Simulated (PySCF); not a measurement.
**HfOCl: structure of the doublet**

The task is one start of a wider search on HfOCl: the doublet, from a linear start. It is relaxed, tested by its Hessian and followed downhill if it is a saddle.

Computed with PySCF 2.14.0. Level: PBE0, basis Hf def2-TZVP with ECP60, O def2-TZVP, Cl def2-TZVP, scalar-relativistic core potentials, no spin–orbit coupling, density fitting.

## 1. The system as given

3 atoms, charge 0, spin multiplicity 2.

Bond lengths: Hf1–O2 1.850 Å, Hf1–Cl3 2.510 Å. Angles: O2–Hf1–Cl3 180.0°.

```xyz
3
charge 0 multiplicity 2
Hf    0.0000    0.0000    0.0000
O     0.0000    0.0000   -1.8500
Cl    0.0000    0.0000    2.5100
```

## 2. First SCF at the start

The steps below are one call of a driver around PySCF. For each, scf.py gives the equivalent set-up of the SCF; relaxations use the driver's own optimiser. After this first run the driver tries any further starts and a stability analysis.

Input file scf.py:

```python
from pyscf import gto, scf, dft
mol = gto.M(atom='''
Hf     0.000000     0.000000     0.000000
O      0.000000     0.000000    -1.850000
Cl     0.000000     0.000000     2.510000''',
    basis={'Hf': 'def2-TZVP', 'O': 'def2-TZVP', 'Cl': 'def2-TZVP'},
    ecp={'Hf': 'def2-TZVP'},
    charge=0, spin=1)
mf = dft.UKS(mol, xc='PBE0')
mf.grids.atom_grid = (50, 194)
aux = {'Hf': 'def2-universal-JKFIT', 'O': 'def2-universal-JKFIT', 'Cl': 'def2-universal-JKFIT'}
mf = mf.density_fit(auxbasis=aux)
mf.conv_tol = 1e-08
mf.diis_space = 10
mf.max_cycle = 60
mf.init_guess = 'minao'
mf.verbose = 4
mf.kernel()
```

Command:

```sh
> OMP_NUM_THREADS=4 python axn.py task.json out
```

After this run come: Relaxation: linear start, doublet; Frequencies; Downhill along the imaginary mode; Frequencies.

**Question.** What will these runs give? Wanted: minimum; geometry; wavenumbers; dipole moment; highest occupied, lowest empty level; polar-tensor charge of Hf1; zero-point energy; atomisation energy; ⟨S²⟩.

**Answer**, as computed:

| quantity | value |
| --- | --- |
| minimum | doublet, Cs |
| geometry | Hf–Cl 2.352 Å, Hf–O 1.737 Å; Cl–Hf–O 110.9° |
| wavenumbers (cm⁻¹) | 166 (a'), 369 (a'), 964 (a') |
| dipole moment | 4.57 D |
| highest occupied, lowest empty level (either spin) | -5.91, -3.08 eV |
| polar-tensor charge of Hf1 | +1.41 e |
| zero-point energy | 9.0 kJ/mol |
| entropy at 298.15 K | 305.1 J/(mol K) |
| atomisation energy (no zero-point energy) | 1211 kJ/mol |
| ⟨S²⟩ | 0.753 |

From C∞v at the start the molecule goes to a Cs minimum, after a stop at a second-order saddle point 80.5 kJ/mol higher, from which it was pushed off along an imaginary mode. In the infrared the band at 964 cm⁻¹ (a', stretch) leads. Most of the spin sits on Hf1 (Mulliken spin 1.08, against 1 for the whole molecule). Only this shape and spin were tried, so other structures or states may lie lower. One determinant may miss the lowest occupation of an open d or f shell. With an element this heavy the missing spin–orbit coupling can shift these numbers.
